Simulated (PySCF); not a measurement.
# [Li3S]+: relaxation and vibrations of the singlet

Aim: relax [Li3S]+ as a singlet from a PBE0 minimum start, check by its vibrations whether the end is a minimum, and collect its spectrum and constants.

Computed with PySCF 2.14.0. Level: PBE0, basis S def2-TZVP, Li def2-TZVP, no relativity, density fitting.

## Step 1: Where the work starts

4 atoms, charge 1, spin multiplicity 1.

Bond lengths: S1–Li2 2.156 Å, S1–Li3 2.156 Å, S1–Li4 2.156 Å. Angles: Li2–S1–Li3 120.0°, Li2–S1–Li4 120.0°, Li3–S1–Li4 120.0°.

Z-matrix (Å, degrees; charge 1 multiplicity 1):
```
S
Li 1 2.1558
Li 1 2.1558 2 120.00
Li 1 2.1558 2 120.00 3 180.00
```

## Step 2: The SCF at the typed geometry

The steps below are one call of a driver around PySCF. For each, scf.py gives the equivalent set-up of the SCF; relaxations use the driver's own optimiser. After this first run the driver tries any further starts and a stability analysis.

scf.py reads:

```python
from pyscf import gto, scf, dft
mol = gto.M(atom='''
S     -0.000000     0.000000     0.000000
Li     2.155782     0.000020     0.000000
Li    -1.077908     1.866952     0.000000
Li    -1.077873    -1.866972    -0.000000''',
    basis={'S': 'def2-TZVP', 'Li': 'def2-TZVP'},
    charge=1, spin=0)
mf = dft.RKS(mol, xc='PBE0')
mf.grids.atom_grid = (50, 194)
aux = {'S': 'def2-universal-JKFIT', 'Li': 'def2-universal-JKFIT'}
mf = mf.density_fit(auxbasis=aux)
mf.conv_tol = 1e-08
mf.diis_space = 10
mf.max_cycle = 60
mf.init_guess = 'minao'
mf.verbose = 4
mf.kernel()
```

Run with:

```sh
$ OMP_NUM_THREADS=2 python axn.py task.json out
```

Output:

```text
init E= -420.61137796015
  HOMO = -0.352248318395372  LUMO = -0.111434406937423  gap/eV = 6.55288
cycle= 1 E= -420.438819512835  delta_E= 0.173  |g|= 0.454  |ddm|= 1.31
  HOMO = -0.242864207388251  LUMO = -0.149949035706726  gap/eV = 2.52835
cycle= 2 E= -420.390951285425  delta_E= 0.0479  |g|= 0.622  |ddm|=  1.1
  HOMO = -0.350808596680864  LUMO = -0.164936675379906  gap/eV = 5.05783
cycle= 3 E= -420.515193610975  delta_E= -0.124  |g|= 0.0178  |ddm|= 0.604
  HOMO = -0.351652665605062  LUMO = -0.16340083930432  gap/eV = 5.12259
cycle= 4 E= -420.515222991633  delta_E= -2.94e-05  |g|= 0.00355  |ddm|= 0.0193
  HOMO = -0.350664025219405  LUMO = -0.162904018628968  gap/eV = 5.10921
cycle= 5 E= -420.515228006691  delta_E= -5.02e-06  |g|= 0.000147  |ddm|= 0.00539
  HOMO = -0.350672766117007  LUMO = -0.162865047925514  gap/eV = 5.11051
cycle= 6 E= -420.515228027405  delta_E= -2.07e-08  |g|= 3.16e-05  |ddm|= 0.000498
  HOMO = -0.350660429152988  LUMO = -0.162859078906198  gap/eV = 5.11034
cycle= 7 E= -420.515228027863  delta_E= -4.58e-10  |g|= 1.98e-06  |ddm|= 5.41e-05
  HOMO = -0.350659778215594  LUMO = -0.162858806053691  gap/eV = 5.11032
Extra cycle  E= -420.515228027868  delta_E= -4.77e-12  |g|= 1e-06  |ddm|= 5.15e-06
converged SCF energy = -420.515228027868
```

This step, with its further starts and checks, needed 0.7 s of wall time on 2 threads of AMD EPYC 9R45 (Zen 5), shared host.

The test of internal stability found no lower closed-shell solution.

## Step 3: Relaxing the singlet from the PBE0 minimum start

The program finds D3h symmetry in the start, which this walk keeps. The walk stops when the largest gradient is under 0.0003 Eh/bohr and the energy has settled too.

Changes to scf.py since step 2:

```diff
@@ -3 +3 @@
-S     -0.000000     0.000000     0.000000
+S      0.000000    -0.000000     0.000000
@@ -6 +6 @@
-Li    -1.077873    -1.866972    -0.000000''',
+Li    -1.077874    -1.866972     0.000000''',
@@ -16 +15,0 @@
-mf.init_guess = 'minao'
```

Steps of the walk:

```csv
step,energy (Eh),change (kJ/mol),largest symmetric gradient (Eh/bohr)
0,-420.515228,0.00,0.00001
```

The walk took under 0.5 s.

It settles in D3h symmetry, 0.0 kJ/mol below the start, after 0 steps: S–Li 2.156 Å (×3); Li–S–Li 120.0° (×3).

## Step 4: Frequencies

On the finer grid the gradient is checked again; gradients at displacements of ±0.02 bohr then give force constants and infrared intensities.

Changes to scf.py since step 3:

```diff
@@ -3 +3 @@
-S      0.000000    -0.000000     0.000000
+S     -0.000000    -0.000000     0.000000
@@ -10 +10 @@
-mf.grids.atom_grid = (50, 194)
+mf.grids.atom_grid = (75, 302)
@@ -13 +13 @@
-mf.conv_tol = 1e-08
+mf.conv_tol = 1e-10
```

This SCF starts from the last density.

SCF at the final geometry:

```text
init E= -420.515295550865
  HOMO = -0.350655668956982  LUMO = -0.162859559393141  gap/eV = 5.11019
cycle= 1 E= -420.515295550865  delta_E= -1.14e-13  |g|= 5.7e-06  |ddm|= 1.02e-05
  HOMO = -0.350653318020548  LUMO = -0.162859239156855  gap/eV = 5.11014
Extra cycle  E= -420.515295550859  delta_E= 5.46e-12  |g|= 6.78e-06  |ddm|= 1.16e-05
converged SCF energy = -420.515295550859
```

The whole step took 4.2 s.

Geometry: D3h; S–Li 2.156 Å (×3); Li–S–Li 120.0° (×3).

Harmonic modes (main isotopes):

```
symmetry  ω (cm⁻¹)  IR (km/mol)  μ (u)
    a2''        92          208  10.17
      e'       149          144   7.93
     a1'       512          0.0   7.02
      e'       565          488   8.71
```

No imaginary mode, so this is a minimum.

Properties at this point:

| Property | Result |
| --- | --- |
| Dipole moment about the centre of mass | 0.00 D |
| Highest occupied level | -9.54 eV |
| Lowest empty level | -4.43 eV |
| Rotational constants | 0.3447, 0.3447, 0.1723 cm⁻¹ |
| Zero-point energy | 12.2 kJ/mol |
| Principal polarisabilities | 38.4, 47.1, 47.1 bohr³ |
| Principal traceless quadrupole moments about the centre of mass | -31.50, 15.75, 15.75 D Å |
| Entropy at 298.15 K and 1 bar | 287.9 J/(mol K) |
| Heat capacity Cp at 298.15 K | 71.7 J/(mol K) |
| Enthalpy at 298.15 K above 0 K | 16.78 kJ/mol |
| Rotational symmetry number | 6 |

Charges (e) and bond orders:

```tsv
atom	Mulliken	Löwdin	polar tensor	Mayer order to S1
S1	-1.41	-0.61	-1.28	–
Li2,3,4	0.80	0.54	0.76	0.37
```

Mulliken populations on S1: s 5.92, p 11.48, d 0.01, f 0.00.

## Step 5: Outcome

| quantity | value |
| --- | --- |
| minimum | singlet, D3h |
| geometry | S–Li 2.156 Å (×3); Li–S–Li 120.0° (×3) |
| wavenumbers (cm⁻¹) | 92 (a2''), 149 (e'), 512 (a1'), 565 (e') |
| dipole moment (centre of mass) | 0.00 D |
| highest occupied, lowest empty level | -9.54, -4.43 eV |
| polar-tensor charge of S1 | -1.28 e |
| zero-point energy | 12.2 kJ/mol |
| entropy at 298.15 K | 287.9 J/(mol K) |

**Reading.** The PBE0 minimum start keeps its D3h symmetry and ends in a minimum. The strongest infrared band lies at 565 cm⁻¹ (e', stretch). Only this shape and spin were tried, so other structures or states may lie lower.

The search up to here took 5.3 s.
